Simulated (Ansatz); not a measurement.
Geometry optimisation, DFT PBE, scalar-relativistic, plane waves, PAW (Ansatz).

Input file:

```yaml
crystal:
  lattice:
    - [-3.2494, -5.628126, 0.0]
    - [4.8741, -2.814063, 0.0]
    - [0.0, 0.0, 5.2038]
  atoms:
    - { symbol: Zn, position: [0.495633, 0.3308019, -0.0094574] }
    - { symbol: Zn, position: [0.4971364, 0.6716503, 0.5025941] }
    - { symbol: O, position: [0.5044443, 0.3256375, 0.3823363] }
    - { symbol: O, position: [0.5008633, 0.6640063, 0.8819799] }
    - { symbol: Zn, position: [0.2587165, 0.844571, -0.005105] }
    - { symbol: Zn, position: [0.2474626, 0.1644052, 0.4941862] }
    - { symbol: O, position: [0.247642, 0.8285805, 0.3851034] }
    - { symbol: O, position: [0.2544619, 0.1623474, 0.8788625] }
    - { symbol: Zn, position: [0.0081833, 0.3299522, -0.0015137] }
    - { symbol: In, position: [1.5e-06, 0.6587452, 0.5043562] }
    - { symbol: O, position: [-8.12e-05, 0.3341714, 0.38962] }
    - { symbol: O, position: [0.0051763, 0.6714402, 0.8789748] }
    - { symbol: Zn, position: [0.7585914, 0.171457, 0.5017302] }
    - { symbol: O, position: [0.7397788, 0.8413443, 0.3916027] }
    - { symbol: O, position: [0.7511089, 0.1661287, 0.8892466] }
total_charge: 1
basis:
  ecutwfc: 420.0
kpoints:
  mp_grid: { grid: [2, 2, 2] }
hamiltonian:
  xc: pbe
  pseudopotentials: { kind: paw, azcp: { folder: soft_1 } }
scf:
  occupations: { method: fermi_dirac, width: 0.05 }
  lower_state_search: "off"
relax:
  f_tol: 0.03
  max_steps: 60
  adjacent_minimum: "off"
output:
  write_density: true
  write_potential: true
  elf: true
  volumetric_format: npy
```

Command:

```bash
$ ansatz run input.yaml --threads 1 --pin off --max-ram 3072MiB --backend cpu --events-out ev --progress --plain --runs-dir out
```

Task: Where does it end, and by what steps?

Result: It converged. Limits of this set-up: coarse k mesh, charged cell in a uniform background, uncorrected. After 5 steps the energy has fallen by 1.069 eV; O12 moved furthest, 0.21 Å.

```
step  energy less start (eV)  largest force component (eV/Å)  accepted
   0                  0.0000                           3.091       yes
   1                 -0.7857                           1.137       yes
   2                 -1.0211                           0.460       yes
   3                 -1.0673                           0.051       yes
   4                 -1.0693                           0.031       yes
   5                 -1.0695                           0.007       yes
```

```xyz
15
Lattice="-3.2494 -5.6281 0.0000 4.8741 -2.8141 0.0000 0.0000 0.0000 5.2038" Properties=species:S:1:pos:R:3
Zn -0.029 -3.815 -0.004
Zn 1.636 -4.708 2.631
O 0.039 -3.769 1.955
O 1.588 -4.574 4.531
Zn 3.193 -3.837 0.018
Zn 0.006 -1.936 2.637
O 3.274 -3.800 1.991
O -0.050 -1.912 4.614
Zn 1.554 -0.910 -0.008
In 3.333 -1.807 2.642
O 1.558 -0.895 1.984
O 3.092 -1.980 4.695
Zn -1.622 -4.619 2.611
O 1.741 -6.484 1.953
O -1.512 -4.775 4.513
```

Run time: 69 s on 1 thread of Arm Neoverse V1, with other jobs on the host, peak memory 0.49 GiB.
